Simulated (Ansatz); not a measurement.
GdO in Ansatz: the effect of starting spin order

Crystal: GdO.

```
CELL_PARAMETERS angstrom
0.00000 2.70000 2.70000
2.70000 0.00000 2.70000
2.70000 2.70000 0.00000
ATOMIC_POSITIONS crystal
Gd 0.00000 0.00000 0.00000
O 0.25000 0.25000 0.25000
```

The cell comes from a database or a generator and needn't be the stable form of this composition.

Alike in all runs:

| Property | Result |
| --- | --- |
| Program | Ansatz 0.2.0 |
| Task | single point |
| Functional | PBE |
| Potentials or basis | Ansatz PAW |
| Cutoff | 420 eV (not typed: the program's choice for these potentials) |
| k mesh | 9 × 9 × 9 |
| Occupations | fermi-dirac, width 0.05 eV |

```csv
starting spin order,spin,starting moments,energy over the lowest run (meV/atom),pressure (GPa),final net moment (μB),final largest site moment (μB)
spin off,no spin polarisation,-,?,?,?,?
fm,"collinear spin, ferromagnetic start","[7.0, 0.0] μB",24.7,-0.6,7.54,6.83
random,"collinear spin, random start","[-5.69, 0.0] μB",0.0,-1.2,-6.05,6.53
"ferromagnetic start, larger moments","collinear spin, ferromagnetic start","[8.5, 0.0] μB",24.7,-0.6,7.54,6.83
```

Question: What does the run with starting spin order spin off give?

Answer: Energy over the lowest run 3581.3 meV/atom; pressure -4.5 GPa; final net moment 0.00 μB; final largest site moment 0.00 μB.

Caveats: a cell with one magnetic atom can't hold antiferromagnetic order, which such compounds often take (some runs).
